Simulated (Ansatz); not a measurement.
This script makes vertical spin-state energies of CH6N2OSi, SMILES C=N[SiH](N)O with Ansatz's Python interface.

`spin_ch6n2osi.py`
```python
"""Gap between spin states of CH6N2OSi at one geometry."""

from dataclasses import dataclass
import warnings

import ansatz


@dataclass(frozen=True)
class RunConfig:
    basis_set: str = "6-31G*"
    xc: str = "R2SCAN0"


opts = RunConfig()

warnings.simplefilter("ignore", ansatz.DeckWarning)

geometry_ang = [
    ("C", (-1.4188, 1.2929, 0.1255)),
    ("N", (-0.5717, 0.6218, 0.6959)),
    ("Si", (0.021, -0.6924, -0.2174)),
    ("N", (1.5295, -0.9755, 0.6678)),
    ("O", (0.5996, -0.1323, -1.6557)),
    ("H", (-1.8595, 1.1825, -0.9085)),
    ("H", (-1.8718, 2.2008, 0.6556)),
    ("H", (-0.7972, -1.843, -0.2887)),
    ("H", (1.1826, -1.5103, 1.5286)),
    ("H", (1.6968, -0.075, 1.086)),
    ("H", (1.5549, -0.1264, -1.6685)),
]
molecule = ansatz.Crystal.molecule()
for symbol, xyz in geometry_ang:
    molecule = molecule.atom(symbol, xyz)

calc = (
    molecule.calculation()
    .basis(gaussian=opts.basis_set)
    .functional(opts.xc)
    .scf(lower_state_search="light")
)
found = {}
for unpaired in [0, 2]:
    r = calc.spin("collinear", total=unpaired).run(threads=1).report
    s = unpaired / 2
    found[unpaired] = r["free_energy_ev"]
    print(f"2S+1 = {unpaired + 1}: E = {found[unpaired]:.5f} eV, <S^2> = {abs(r['mean_field']['state']['spin_squared']):.3f} (pure state {s * (s + 1):.2f})")
lowest = min(found, key=found.get)
for unpaired, e in found.items():
    print(f"multiplicity {unpaired + 1}: {96.485332 * (e - found[lowest]):.1f} kJ/mol above the lowest")
```

Which spin state is lowest at this geometry, and how far above lie the others?

In order: multiplicity 1 (+0.00 eV) and multiplicity 3 (+3.78 eV), all at the one geometry.

What the script printed:

`python spin_ch6n2osi.py` gives:
```text
2S+1 = 1: E = -14034.44655 eV, <S^2> = 0.000 (pure state 0.00)
2S+1 = 3: E = -14030.67104 eV, <S^2> = 2.009 (pure state 2.00)
multiplicity 1: 0.0 kJ/mol above the lowest
multiplicity 3: 364.3 kJ/mol above the lowest
```

Notes:
- The settings weren't tested for convergence.
- The geometry is a force-field or estimated start, not a minimum of this method, and the basis set is short of its limit. All parts are taken at fixed geometry, without zero-point energy.
- Hardware and time: 16 s on 1 thread of Intel(R) Xeon(R) Processor @ 2.30GHz, on a shared host, peak memory 0.39 GiB.
